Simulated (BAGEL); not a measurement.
# CH2BFN− (SMILES N#C[BH2-]F) at HF/3-21G (density fitting with qzvpp-jkfit)

Aim: the vertical ionisation energy of CH2BFN− at HF/3-21G (density fitting with qzvpp-jkfit), from 2 runs. 

The results are computed with BAGEL 1.2.2.

5 further runs of the same task are left out: 4 that didn't finish, 1 set aside as unsound or not needed.

### 1 Starting point

CH2BFN− has 6 atoms, charge -1, and is taken as a singlet. SMILES: `N#C[BH2-]F`. Geometry: relaxed at GFN2-xTB.

Bond lengths: N1–C2 1.156 Å, C2–B3 1.571 Å, B3–F4 1.445 Å, B3–H5 1.222 Å, B3–H6 1.222 Å. Angles: N1–C2–B3 177.0°, C2–B3–F4 110.2°, C2–B3–H5 108.7°, C2–B3–H6 108.7°, F4–B3–H5 108.8°, F4–B3–H6 108.8°, H5–B3–H6 111.7°.

### 2 A single-point energy at HF/3-21G (density fitting with qzvpp-jkfit)

Input file hf.json:

```json
{ "bagel": [

{
  "title": "molecule",
  "basis": "3-21g",
  "df_basis": "qzvpp-jkfit",
  "angstrom": true,
  "geometry": [
    { "atom": "N", "xyz": [    0.722410,   -1.937290,    0.820490 ] },
    { "atom": "C", "xyz": [    0.334710,   -0.937190,    0.389970 ] },
    { "atom": "B", "xyz": [   -0.120860,    0.456860,   -0.171960 ] },
    { "atom": "F", "xyz": [   -1.451330,    0.359680,   -0.727330 ] },
    { "atom": "H", "xyz": [    0.651130,    0.794000,   -1.057090 ] },
    { "atom": "H", "xyz": [   -0.136070,    1.263930,    0.745910 ] }
  ]
},
{
  "title": "hf",
  "charge": -1
},
{
  "title": "print",
  "file": "orbitals.molden",
  "orbitals": true
}

]}
```

Command:

```bash
$ BAGEL_NUM_THREADS=1 BAGEL hf.json > hf.out
```

The program printed:

```text
* using 1 threads per process

  ===============================================================
  ===============================================================

  *** Geometry ***

  { "atom" : "N", "xyz" : [      1.365157,     -3.660948,      1.550501 ] },
  { "atom" : "C", "xyz" : [      0.632510,     -1.771032,      0.736936 ] },
  { "atom" : "B", "xyz" : [     -0.228392,      0.863340,     -0.324957 ] },
  { "atom" : "F", "xyz" : [     -2.742616,      0.679697,     -1.374455 ] },
  { "atom" : "H", "xyz" : [      1.230457,      1.500443,     -1.997611 ] },
  { "atom" : "H", "xyz" : [     -0.257135,      2.388482,      1.409566 ] },

  Number of auxiliary basis functions:      340

  Since a DF basis is specified, we compute 2- and 3-index integrals:
    o Being stored without compression. Storage requirement is 0.004 GB

  Number of basis functions:       40
  Number of electrons      :       29

    * METHOD: MOLECULE                             0.07

  *** RHF ***

  === Nuclear Repulsion ===
    87.6306700846

      * DIIS with orbital gradients will be used.

  === RHF iteration (3-21g) ===
      0       -216.34489328          0.03416268           0.01
      1       -216.42905520          0.02525619           0.01
      2       -216.49273773          0.00362553           0.01
      3       -216.49450692          0.00169178           0.01
      4       -216.49485972          0.00019465           0.01
      5       -216.49487073          0.00006529           0.01
      6       -216.49487189          0.00001950           0.01
      7       -216.49487202          0.00000426           0.01
      8       -216.49487202          0.00000271           0.01
      9       -216.49487202          0.00000088           0.01
     10       -216.49487202          0.00000043           0.01
     11       -216.49487202          0.00000013           0.01
     12       -216.49487202          0.00000004           0.01
     13       -216.49487202          0.00000002           0.01
     14       -216.49487202          0.00000001           0.01
    * SCF iteration converged.

    * Permanent dipole moment:
           (    0.186922,     0.068869,     0.064323) a.u.

    * METHOD: HF                                   0.23

    * METHOD: PRINT                                0.00

  ===============================================================
```

It took 0.42 s on 1 thread of Arm Neoverse V1, shared host; peak memory 0.081 GiB.

### 3 Doublet neutral CH2BFN

Input file hf.json:

```json
{ "bagel": [

{
  "title": "molecule",
  "basis": "3-21g",
  "df_basis": "qzvpp-jkfit",
  "angstrom": true,
  "geometry": [
    { "atom": "N", "xyz": [       0.722410,      -1.937290,       0.820490 ] },
    { "atom": "C", "xyz": [       0.334710,      -0.937190,       0.389970 ] },
    { "atom": "B", "xyz": [      -0.120860,       0.456860,      -0.171960 ] },
    { "atom": "F", "xyz": [      -1.451330,       0.359680,      -0.727330 ] },
    { "atom": "H", "xyz": [       0.651130,       0.794000,      -1.057090 ] },
    { "atom": "H", "xyz": [      -0.136070,       1.263930,       0.745910 ] }
  ]
},

{
  "title": "uhf",
  "nopen": 1
},

{
  "title": "print",
  "file": "orbitals.molden",
  "orbitals": true
}

]}
```

Command:

```bash
$ BAGEL_NUM_THREADS=1 BAGEL hf.json > hf.out
```

The program printed:

```text
* using 1 threads per process

  ===============================================================
  ===============================================================

  *** Geometry ***

  { "atom" : "N", "xyz" : [      1.365157,     -3.660948,      1.550501 ] },
  { "atom" : "C", "xyz" : [      0.632510,     -1.771032,      0.736936 ] },
  { "atom" : "B", "xyz" : [     -0.228392,      0.863340,     -0.324957 ] },
  { "atom" : "F", "xyz" : [     -2.742616,      0.679697,     -1.374455 ] },
  { "atom" : "H", "xyz" : [      1.230457,      1.500443,     -1.997611 ] },
  { "atom" : "H", "xyz" : [     -0.257135,      2.388482,      1.409566 ] },

  Number of auxiliary basis functions:      340

  Since a DF basis is specified, we compute 2- and 3-index integrals:
    o Being stored without compression. Storage requirement is 0.004 GB

  Number of basis functions:       40
  Number of electrons      :       29

    * METHOD: MOLECULE                             0.07

  *** Open-shell HF ***

  === Nuclear Repulsion ===
    87.6306700846

      * DIIS with orbital gradients will be used.

  === UHF iteration (3-21g) ===
      0       -216.13796962          0.07182253           0.02
      1       -216.22346059          0.06017639           0.02
      2       -216.24821640          0.05381431           0.02
      3       -216.32230131          0.00410388           0.02
      4       -216.32348948          0.00150201           0.02
      5       -216.32425609          0.00048393           0.02
      6       -216.32465503          0.00026739           0.02
      7       -216.32487457          0.00015831           0.02
      8       -216.32499856          0.00013129           0.02
      9       -216.32512556          0.00011667           0.02
     10       -216.32522573          0.00010387           0.02
     11       -216.32532941          0.00009616           0.02
     12       -216.32551854          0.00007175           0.02
     13       -216.32567310          0.00003862           0.02
     14       -216.32568852          0.00002487           0.02
     15       -216.32569629          0.00001443           0.02
     16       -216.32569839          0.00001004           0.02
     17       -216.32570027          0.00000426           0.02
     18       -216.32570067          0.00000251           0.02
     19       -216.32570086          0.00000225           0.02
     20       -216.32570117          0.00000186           0.02
     21       -216.32570137          0.00000105           0.02
     22       -216.32570140          0.00000061           0.02
     23       -216.32570141          0.00000042           0.02
     24       -216.32570141          0.00000025           0.02
     25       -216.32570141          0.00000019           0.02
     26       -216.32570141          0.00000016           0.02
     27       -216.32570141          0.00000012           0.02
     28       -216.32570141          0.00000008           0.02
     29       -216.32570141          0.00000005           0.02
     30       -216.32570141          0.00000003           0.02
     31       -216.32570141          0.00000002           0.02
     32       -216.32570141          0.00000002           0.02
     33       -216.32570141          0.00000001           0.02
     34       -216.32570141          0.00000001           0.02
    * SCF iteration converged.

    * S^2 (UHF) is 0.8903

    * Permanent dipole moment:
           (   -0.437273,    -1.163273,     0.110975) a.u.

    * METHOD: UHF                                  0.78

    * METHOD: PRINT                                0.00

  ===============================================================
```

Wall time 0.99 s (1 thread of Arm Neoverse V1, shared host); peak memory 0.081 GiB.

### 4 What came out

At HF/3-21G (density fitting with qzvpp-jkfit):

```
                                                              quantity          value
                                         singlet CH2BFN−: total energy  -216.49487 Eh
                                          singlet CH2BFN−: HOMO energy       -5.43 eV
                                          singlet CH2BFN−: LUMO energy       10.86 eV
singlet CH2BFN−: HOMO–LUMO gap (to an unbound level, set by the basis)       16.29 eV
                                  doublet neutral CH2BFN: total energy  -216.32570 Eh
                                 doublet neutral CH2BFN: dipole moment         3.17 D
                                          doublet neutral CH2BFN: ⟨S²⟩          0.890
                   vertical detachment energy (to the doublet neutral)       4.603 eV
```

**Reading.** The vertical ionisation energy comes to 4.60 eV (444 kJ/mol). −ε(HOMO) before ionisation, 5.43 eV, is 0.83 eV above this ionisation energy. ⟨S²⟩ (doublet neutral CH2BFN) is 0.89 where a pure doublet has 0.75: the reference is spin-contaminated.
